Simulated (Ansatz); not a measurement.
# FCI/STO-3G run of BNH6 (B(NH3)H3)

What is the electronic atomisation energy of BNH6 (B(NH3)H3) at FCI/STO-3G? 

The results are computed with Ansatz 0.2.0.

57 further runs of the same task are left out: 57 set aside as unsound or not needed.

## 1. The molecule

BNH6 has 8 atoms, charge 0, and is taken as a singlet. SMILES: `[H]B([H])([H])<-N`. The coordinates come from a GFN2-xTB relaxation.

Bond lengths: B1–N2 1.659 Å, N2–H3 1.013 Å, N2–H4 1.013 Å, N2–H5 1.013 Å, B1–H6 1.191 Å, B1–H7 1.191 Å, B1–H8 1.190 Å. Some angles: B1–N2–H3 108.6°, B1–N2–H4 108.6°, B1–N2–H5 108.6°, N2–B1–H6 105.5°, N2–B1–H7 105.6°, N2–B1–H8 105.6°, H3–N2–H4 110.3°, H3–N2–H5 110.4°, H4–N2–H5 110.3°, H6–B1–H7 113.1°.

## 2. The energy at FCI/STO-3G

Input file in.yaml:

```yaml
crystal:
  periodic: [false, false, false]
  atoms:
    - {symbol: B, position_ang: [-0.002200, 0.002970, -0.830690]}
    - {symbol: N, position_ang: [0.002130, -0.003040, 0.827960]}
    - {symbol: H, position_ang: [-0.956060, 0.034440, 1.153510]}
    - {symbol: H, position_ang: [0.515830, 0.807160, 1.152720]}
    - {symbol: H, position_ang: [0.449590, -0.854150, 1.146140]}
    - {symbol: H, position_ang: [1.143350, -0.032090, -1.152840]}
    - {symbol: H, position_ang: [-0.545010, 1.015160, -1.144860]}
    - {symbol: H, position_ang: [-0.607620, -0.970450, -1.151930]}
basis:
  gaussian:
    orbitals: STO-3G
total_charge: 0
correlation:
  method: fci
  frozen_orbitals: {B: 1, H: 0, "N": 1}
accuracy: high
```

Run with:

```bash
$ ansatz run in.yaml --threads 1 --pin off --max-ram 2610MiB --events-out events.jsonl --progress --plain --runs-dir runs
```

Standard output:

```text
Warning: RAYON_NUM_THREADS=1 ignored (pool sized by the plan → 1); use --threads N
Functional definition: HF
  name "HF"
  exchange = exact_x
  correlation = 0
276 factors; integrals over basis functions are off by at most 1.2e-8 eV
mean field evaluation 1: about -2219.4048 eV, gradient 1.4e1 eV
mean field evaluation 2: about -2219.4937 eV, gradient 1.4e1 eV
mean field evaluation 4: about -2220.3259 eV, gradient 1.1e0 eV
mean field evaluation 8: about -2220.3303 eV, gradient 1.6e-6 eV
mean field -2220.33026073 eV, -81.5956320878 hartree, gradient 1.9e-8 eV, S^2 0.000000; 0 other end points of the search recorded, 0 dependent functions left out
2 core orbitals not correlated: weight in the atoms' cores, before any rotation towards them, 1.000 or more for the frozen orbitals, at most 0.000 for the correlated occupied ones
reference -2220.33026073 eV, -81.5956320878 hartree; 7, 7 occupied and 7, 7 virtual orbitals, 276 factors
state -2223.93730272 eV, -81.7281884360 hartree
Total energy: -2223.93730272 eV, -81.7281884360 hartree
```

Wall time 56 s (1 thread of Arm Neoverse V1, shared host); peak memory 0.92 GiB.

## 3. The B atom

Input file molecule.yaml:

```yaml
crystal:
  periodic: [false, false, false]
  atoms:
    - {symbol: B, position_ang: [0.000000, 0.000000, 0.000000]}
basis:
  gaussian: {orbitals: STO-3G}
magnetization: {spin_polarized: true, initial_magnetization: 1}
accuracy: high
correlation: {method: fci, frozen_orbitals: {B: 1}}
```

Run with:

```bash
$ ansatz run molecule.yaml --threads 1 --pin off --max-ram 2610MiB --events-out events.jsonl --progress --plain --runs-dir runs
```

Standard output:

```text
Warning: RAYON_NUM_THREADS=1 ignored (pool sized by the plan → 1); use --threads N
[... 4 set-up lines as earlier in the session ...]
15 factors; integrals over basis functions are off by at most 8.9e-10 eV
mean field evaluation 1: about -657.1275 eV, gradient 2.3e-14 eV
mean field evaluation 2: about -657.1275 eV, gradient 0.0e0 eV
mean field evaluation 4: about -656.8531 eV, gradient 1.9e0 eV
mean field evaluation 8: about -656.8531 eV, gradient 1.9e0 eV
mean field -657.12745801 eV, -24.1489886649 hartree, gradient 0.0e0 eV, S^2 0.750000; 4 other end points of the search recorded, 0 dependent functions left out
1 core orbitals not correlated: weight in the atoms' cores, before any rotation towards them, 1.000 or more for the frozen orbitals, at most 0.000 for the correlated occupied ones
reference -657.12745801 eV, -24.1489886649 hartree; 2, 1 occupied and 2, 3 virtual orbitals, 15 factors
state -658.21578350 eV, -24.1889838888 hartree
Total energy: -658.21578350 eV, -24.1889838888 hartree
```

Run time: 0.04 s. Hardware: 1 thread of Arm Neoverse V1, shared host.

## 4. The H atom: a single-point energy at UHF/STO-3G

Input file run.yaml:

```yaml
crystal:
  periodic: [false, false, false]
  atoms:
    - {symbol: H, position_ang: [0.000000, 0.000000, 0.000000]}
basis:
  gaussian:
    orbitals: STO-3G
magnetization:
  spin_polarized: true
  initial_magnetization: 1
hamiltonian:
  xc: hf
accuracy: high
```

Run the same way, it converges to -0.46658 Eh (log not shown).

## 5. The N atom

Input file input.yaml:

```yaml
crystal:
  periodic: [false, false, false]
  atoms:
    - {symbol: N, position_ang: [0.000000, 0.000000, 0.000000]}
basis:
  gaussian: {orbitals: STO-3G}
accuracy: high
correlation: {method: fci, frozen_orbitals: {"N": 1}}
total_charge: 0
magnetization: {spin_polarized: true, initial_magnetization: 3}
```

Run with:

```bash
$ ansatz run input.yaml --threads 1 --pin off --max-ram 2610MiB --events-out events.jsonl --progress --plain --runs-dir runs
```

Standard output:

```text
Warning: RAYON_NUM_THREADS=1 ignored (pool sized by the plan → 1); use --threads N
[... 4 set-up lines as earlier in the session ...]
15 factors; integrals over basis functions are off by at most 1.1e-9 eV
mean field evaluation 1: about -1461.7687 eV, gradient 1.8e-14 eV
mean field evaluation 2: about -1461.7687 eV, gradient 0.0e0 eV
mean field -1461.76873496 eV, -53.7190101874 hartree, gradient 0.0e0 eV, S^2 3.750000; 0 other end points of the search recorded, 0 dependent functions left out
mean field evaluation 4: about -1461.7687 eV, gradient 3.7e-13 eV
1 core orbitals not correlated: weight in the atoms' cores, before any rotation towards them, 1.000 or more for the frozen orbitals, at most 0.000 for the correlated occupied ones
reference -1461.76873496 eV, -53.7190101874 hartree; 4, 1 occupied and 0, 3 virtual orbitals, 15 factors
state -1461.76873496 eV, -53.7190101874 hartree
Total energy: -1461.76873496 eV, -53.7190101874 hartree
```

Wall time 0.04 s (1 thread of Arm Neoverse V1, shared host).

## 6. What came out

At FCI/STO-3G, 2 core orbitals frozen:

| quantity | value |
| --- | --- |
| molecule: total energy | -81.72819 Eh |
| molecule: correlation energy (2 core orbitals frozen) | -132.6 mEh |
| B atom: total energy | -24.18898 Eh |
| B atom: correlation energy (1 core orbital frozen) | -40.0 mEh |
| H atom: total energy | -0.46658 Eh |
| H atom: ⟨S²⟩ | 0.750 |
| N atom: total energy | -53.71901 Eh |
| N atom: correlation energy (1 core orbital frozen) | 0.0 mEh |
| electronic atomisation energy | 27.775 eV |

Taking the molecule apart into free atoms costs 27.77 eV (641 kcal/mol), before zero-point energy and without spin-orbit coupling. In a minimal basis such a difference can be off by several eV, whatever the method.
